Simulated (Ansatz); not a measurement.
## PbS, space group Fm-3m: relaxations under a series of pressures, step by step

Computed with Ansatz 0.2.0 through its Python package.

Input file `pbs.xyz`:
```text
2
Lattice="0.0 2.96575 2.96575 2.96575 0.0 2.96575 2.96575 2.96575 0.0" Properties=species:S:1:pos:R:3 pbc="T T T"
Pb    0.00000000    0.00000000    0.00000000
S     2.96575000    2.96575000    2.96575000
```

Notebook, run cell by cell (the value of a cell's last expression is shown):

**Cell 1**
```python
import ansatz as az
import numpy as np
import pandas as pd

def edges_and_angles(cell):
    cell = np.asarray(cell)
    a, b, c = np.linalg.norm(cell, axis=1)
    cosines = cell[1] @ cell[2] / (b * c), cell[0] @ cell[2] / (a * c), cell[0] @ cell[1] / (a * b)
    return (a, b, c, *np.degrees(np.arccos(cosines)))
```

**Cell 2**
```python
system = az.Crystal.from_extxyz("pbs.xyz")
```

**Cell 3**
```python
[site.symbol for site in system.resolved().sites]
```
Output:
```text
['Pb', 'S']
```

**Cell 4**
```python
model = (
    system.calculation()
    .functional(az.Functional.LDA)
    .basis(530)
    .accuracy("low")
    .kpoints(7, 7, 7, center="monkhorst-pack")
    .occupations("fixed")
    .mixing("broyden", ndim=12, beta=0.2)
    .scf(extra_bands=2, lower_state_search="off", self_checks="high")
)

# H = F + PV, with 1 GPa A^3 = 1/160.21766 eV
rows = []
for pressure in [0, 2, 4, 6, 8]:
    out = model.relax(cell=True, pressure=pressure, force_tolerance=0.1, max_steps=100, max_displacement=0.1).run()
    cell = out.lattice.cell_ang
    n_atoms = len(out.lattice.sites)
    volume = abs(np.linalg.det(cell)) / n_atoms
    enthalpy = out.report["free_energy_ev"] / n_atoms + pressure * volume / 160.21766
    rows.append((pressure, volume, enthalpy, *edges_and_angles(cell)))
    print(f"{pressure} GPa done: {volume:.4f} A^3/atom")

table = pd.DataFrame(rows, columns=["P_GPa", "V_A3_atom", "H_eV_atom", "a", "b", "c", "alpha", "beta", "gamma"])
print(table.round(4).to_string(index=False))
p, v = np.array([row[0] for row in rows], float), np.array([row[1] for row in rows])
print("mean bulk modulus between rows (GPa):", np.round(-np.diff(p) / np.diff(np.log(v)), 1))
```
Output:
```text
0 GPa done: 24.9330 A^3/atom
2 GPa done: 24.2272 A^3/atom
4 GPa done: 23.6046 A^3/atom
6 GPa done: 23.0460 A^3/atom
8 GPa done: 22.5500 A^3/atom
 P_GPa  V_A3_atom  H_eV_atom      a      b      c  alpha  beta  gamma
     0    24.9330 -6236.4797 4.1315 4.1315 4.1315   60.0  60.0   60.0
     2    24.2272 -6236.1731 4.0921 4.0921 4.0921   60.0  60.0   60.0
     4    23.6046 -6235.8748 4.0568 4.0568 4.0568   60.0  60.0   60.0
     6    23.0460 -6235.5838 4.0245 4.0245 4.0245   60.0  60.0   60.0
     8    22.5500 -6235.2993 3.9954 3.9954 3.9954   60.0  60.0   60.0
mean bulk modulus between rows (GPa): [69.6 76.8 83.5 91.9]
```

The volume falls from 24.93 Å³ an atom at 0 GPa to 22.55 at 8 GPa, by 9.6 %. Between 0 and 2 GPa, -V dP/dV is about 70 GPa, a mean over that step.

Notes:
- These settings explore the input space; cutoff and mesh may be short of convergence.
- At a fixed pressure a relaxation lowers the enthalpy F + PV, while F alone can rise.
- Edges and angles are those of the cell as typed, here a primitive one, not of the conventional cell.
- Of the deposited cell: the entry's cell lengths or inner coordinates differ somewhat from later room-temperature determinations.
- Spin-orbit coupling, which matters for elements this heavy, is left out.
- The structure is a deposited one; some such entries were measured under pressure or heat, so a shift against it needn't be the functional's error alone.
- Symmetry holds the cell in this phase, whether or not it is the stable one at each pressure.
- The whole script took 30 s on 1 thread of Arm Neoverse V1 (shared host), peak memory 0.44 GiB.
